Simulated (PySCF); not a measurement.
# The bond of MoCl−, level by level

The task here is to estimate one member of a computed series from the others.

Program: PySCF 2.14.0. Level of theory: Mo def2-TZVPPD with ECP28, Cl def2-TZVPPD, scalar-relativistic core potentials. These are calculated values, not measurements.

The first run:

A driver script around PySCF takes these settings:

| Property | Result |
| --- | --- |
| atoms | Mo, Cl |
| charge | -1 |
| basis | Mo def2-TZVPPD with ECP28, Cl def2-TZVPPD |
| Hamiltonian | scalar-relativistic core potentials |
| basis functions | 107 |
| electrons treated | 32 |
| masses in u | 97.9054, 34.9689 |
| levels | PBE0, PBE, r²SCAN, B2PLYP, B97-3, PBEsol, M06-2X, r²SCAN0, ωB97X, HF, MP2, SCS-MP2 |
| grid | 80 radial by 434 angular points |
| occupations | held fixed by the projection of orbital angular momentum |
| dissociation limit | Mo + Cl−, each in its ground configuration |
| starting distance in angstrom | 2.365 |
| values of 2S to try | 2, 4, 6, 8 |

Command:

```
$ OMP_NUM_THREADS=2 python dia.py task.json out
```

Steps of the session up to this table: Set-up; The PBE0 curve of the state that the search chose; Other states along the same grid; PBE; r²SCAN (meta-GGA); B2PLYP; B97-3; PBEsol; M06-2X; r²SCAN0; ωB97X; UHF (mean field).

One table of the session follows, with a row left open; its other results are not shown here.

```
      level  Re (Å)  ωe (cm⁻¹)  De (eV)  μ (D)
        UHF   2.654      197.0     1.00  -1.23
    UHF-MP2   2.493      243.6     1.34    n/a
UHF-SCS-MP2   2.524      232.7     1.28    n/a
        PBE   2.499      230.2     1.30  -0.38
     PBEsol   2.452      249.4     1.48   0.00
     r²SCAN   2.519      229.2     1.30  -0.61
       PBE0   2.510      231.0     1.27  -0.54
    r²SCAN0   2.528      227.9     1.27  -0.81
      B97-3   2.542      218.8     1.26  -0.56
     M06-2X   2.557      226.8     1.65  -0.53
      ωB97X       ?          ?        ?      ?
     B2PLYP   2.528      227.4     1.25  -0.63
```

Q: Estimate the row for ωB97X from the others.

The run gave: Re (Å): 2.517; ωe (cm⁻¹): 236.8; De (eV): 1.42; μ (D): -0.18. In the column «Re (Å)» it lies between PBE0 (2.510) and r²SCAN (2.519).

De is counted to Mo + Cl− in their ground configurations. A positive dipole points from Mo to Cl; in an ion it is taken about the centre of mass and does not tell which atom is negative.

Time per point (s) on 2 threads of Intel Xeon Platinum 8259CL at 2.50GHz, shared host (CPU time, shared integrals of 1.5 s apart; correlated levels include their reference); the times are rough: UHF 4.2, UHF-MP2 7.5, UHF-SCS-MP2 7.5, PBE 3.4, PBEsol 2.2, r²SCAN 4.5, PBE0 8.3, r²SCAN0 6.5, B97-3 16, M06-2X 8.3, ωB97X 9.4, B2PLYP 7.4.

To keep in mind: Lowest PBE0 solution found, without spin–orbit coupling: ⁷Σ⁺ (septet), unpaired electrons σ ↑↑, π ↑↑, δ ↑↑. The state is the lowest single determinant that the PBE0 search found; with open d or f shells the true ground state can be another one. At some levels the lowest empty orbital lies below the highest filled one (the two can be of opposite spin). Spin–orbit coupling is left out. Warnings in the runs' records: inverted.
